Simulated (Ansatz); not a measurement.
# SiZr: the cost of one run

The runs use Ansatz 0.2.0, Gaussian basis; def2-TZVPP, core rule «outside noble gas», up to 9 orbitals frozen.

Plan: UHF; CCSD(T) on ROHF; CCSD(T) on UHF; CCSDT(Q) on ROHF; CCSDT(Q) on UHF.

16 further runs of the same task are left out: 11 for a known fault of the program, 5 set aside as unsound or not needed.

### Step 1. The geometry

The geometry is a PBE0/def2-TZVP stationary point (not a proven minimum) of the parent state, kept for this charge and spin. No spin-orbit coupling is included. Elements past krypton take def2 core potentials.

2 atoms, charge 0, spin multiplicity 3.

Atoms are counted from 1 here; the program's logs count them from 0.

Bond lengths: Zr1–Si2 2.518 Å.

### Step 2. UHF

Input file in.yaml:

```yaml
crystal:
  periodic: [false, false, false]
  atoms:
    - {symbol: Zr, position_ang: [0.000000, 0.000000, 0.000000]}
    - {symbol: Si, position_ang: [0.000000, 0.000000, 2.518200]}
basis:
  gaussian: {orbitals: def2-TZVPP}
magnetization: {spin_polarized: true, initial_magnetization: 2}
hamiltonian: {xc: hf}
output: {orbitals: {seedname: orbitals}}
```

Started as:

```
> ansatz run in.yaml --threads 1 --pin off --events-out ev --progress --plain --max-ram 2816MiB --backend cpu
```

Q: Estimate wall time and peak memory on 1 thread of AMD EPYC 7R13, shared host.

About 29 s, with a peak of 0.26 GiB.
